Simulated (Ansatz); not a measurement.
The system is SBr3.

```
Br S
1.0
    -1.94152    1.94152    8.12064
     1.94152   -1.94152    8.12064
     1.94152    1.94152   -8.12064
Br S
3 1
Direct
  0.50000 0.50000 0.00000
  0.25000 0.75000 0.50000
  0.75000 0.25000 0.50000
  0.00000 0.00000 0.00000
```

The cell comes from a database or a generator and needn't be the stable form of this composition.

* Program: Ansatz 0.2.0
* Task: relaxation of cell and atoms
* Functional: r2SCAN
* Potentials or basis: Ansatz PAW
* Cutoff: 500 eV (not typed: the program's choice for these potentials)
* k mesh: 10 × 10 × 10
* Occupations: fermi-dirac, width 0.05 eV
* Spin: no spin polarisation

At the start: volume 30.61 Å³/atom.

Problem. How do energy, volume and symmetry change on relaxing?

Solution. It ends after 7 steps and the volume is 27.39 Å³/atom (-10.5 %); space group I4/mmm (No. 139, to 0.05 Å).

The path:
```
step  energy change (eV)  largest force (eV/Å)  volume (Å³)
   1              0.0000                0.0000       122.44
   2             -0.0146                0.0000       118.26
   3             -0.0355                0.0000       111.92
   4             -0.0369                0.0000       106.61
   5             -0.0404                0.0000       109.23
   6             -0.0404                0.0000       109.57
   7             -0.0389                0.0000       109.57
```

Final structure:
```yaml
crystal:
  lattice:
    - [-1.93329, 1.93329, 7.32882]
    - [1.93329, -1.93329, 7.32882]
    - [1.93329, 1.93329, -7.32882]
  atoms:
    - { symbol: Br, position: [0.50000, 0.50000, 0.00000] }
    - { symbol: Br, position: [0.25000, 0.75000, 0.50000] }
    - { symbol: Br, position: [0.75000, 0.25000, 0.50000] }
    - { symbol: S, position: [0.00000, 0.00000, 0.00000] }
```

Caveat: the plane-wave basis is chosen anew once the cell has moved, so the energies of steps on either side of that aren't comparable; an odd number of electrons without spin polarisation forces a metal; a magnetic or distorted state may lie lower; the PAW data sets come from PBE, with cores solved anew for the run's functional, which leaves a small shift of forces and pressure.
